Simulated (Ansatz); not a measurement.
# BGeH₅SSe: basis-set convergence

An exercise on one series of results from a longer session: the logs are not shown, and one member is left open.

Computed with Ansatz 0.2.0, Gaussian basis. Level: one geometry, several basis sets.

Plan: PBE0-D4/def2-SVP; ωB97M-V/def2-SVP; PBE0-D4/def2-QZVPP; ωB97M-V/def2-QZVPP; the functionals' def2-TZVPP values are taken from earlier runs.

## The relaxed structure

An earlier PBE0-D4 in a triple-zeta def2 set relaxation fixed the geometry.

9 atoms, charge 0, spin multiplicity 1.

Atoms are counted from 1 here; the program's logs count them from 0.

Bond lengths: B1–Ge2 2.049 Å, B1–S3 1.959 Å, B1–H5 1.193 Å, B1–H6 1.196 Å, Ge2–S3 2.471 Å, Ge2–Se4 2.342 Å, Ge2–H7 1.541 Å, S3–H8 1.344 Å, Se4–H9 1.469 Å. Angles: Ge2–B1–S3 76.1°, Ge2–B1–H5 115.5°, Ge2–B1–H6 111.2°, S3–B1–H5 114.8°, S3–B1–H6 108.6°, H5–B1–H6 121.6°, B1–Ge2–S3 50.3°, B1–Ge2–Se4 125.2°, B1–Ge2–H7 127.2°, S3–Ge2–Se4 108.0°, S3–Ge2–H7 100.1°, Se4–Ge2–H7 103.9°, B1–S3–Ge2 53.6°, B1–S3–H8 98.8°, Ge2–S3–H8 91.5°, Ge2–Se4–H9 92.3°.

Set-up of the first run:

Input file in.yaml:

```yaml
crystal:
  periodic: [false, false, false]
  atoms:
    - {symbol: B, position_ang: [-0.286030, -0.772953, -1.112836]}
    - {symbol: Ge, position_ang: [0.099020, 1.021821, -0.201875]}
    - {symbol: S, position_ang: [1.429361, -1.061049, -0.210640]}
    - {symbol: Se, position_ang: [-0.413883, 1.543897, 2.023128]}
    - {symbol: H, position_ang: [-1.199842, -1.392544, -0.661204]}
    - {symbol: H, position_ang: [-0.092346, -0.710906, -2.291019]}
    - {symbol: H, position_ang: [1.192116, 2.040798, -0.577794]}
    - {symbol: H, position_ang: [0.968013, -1.403208, 1.004012]}
    - {symbol: H, position_ang: [-1.607908, 0.687745, 2.011129]}
basis:
  gaussian: {orbitals: def2-SVP}
hamiltonian: {xc: pbe0, dispersion: d4}
output: {orbitals: {seedname: orbitals}}
```

Started as:

```
$ ansatz run in.yaml --threads 4 --pin off --events-out ev --progress --plain --max-ram 10444MiB
```

Steps of the session up to this table: PBE0-D4 in def2-SVP; ωB97M-V in def2-SVP; PBE0-D4 in def2-QZVPP; ωB97M-V in def2-QZVPP.

One table of the session follows, with a row left open; its other results are not shown here.

It belongs to the step «Functionals by basis». 

```
functional       basis  HOMO (eV)  LUMO (eV)
   PBE0-D4    def2-SVP          ?          ?
   PBE0-D4  def2-TZVPP      -6.97      -1.49
   PBE0-D4  def2-QZVPP      -6.98      -1.55
   ωB97M-V    def2-SVP      -8.88       0.51
   ωB97M-V  def2-TZVPP      -8.95       0.32
   ωB97M-V  def2-QZVPP      -8.96       0.19
```

**Question.** Estimate the row for PBE0-D4, def2-SVP.

As computed: HOMO (eV): -6.93; LUMO (eV): -1.37. In the column «HOMO (eV)» it is the highest.
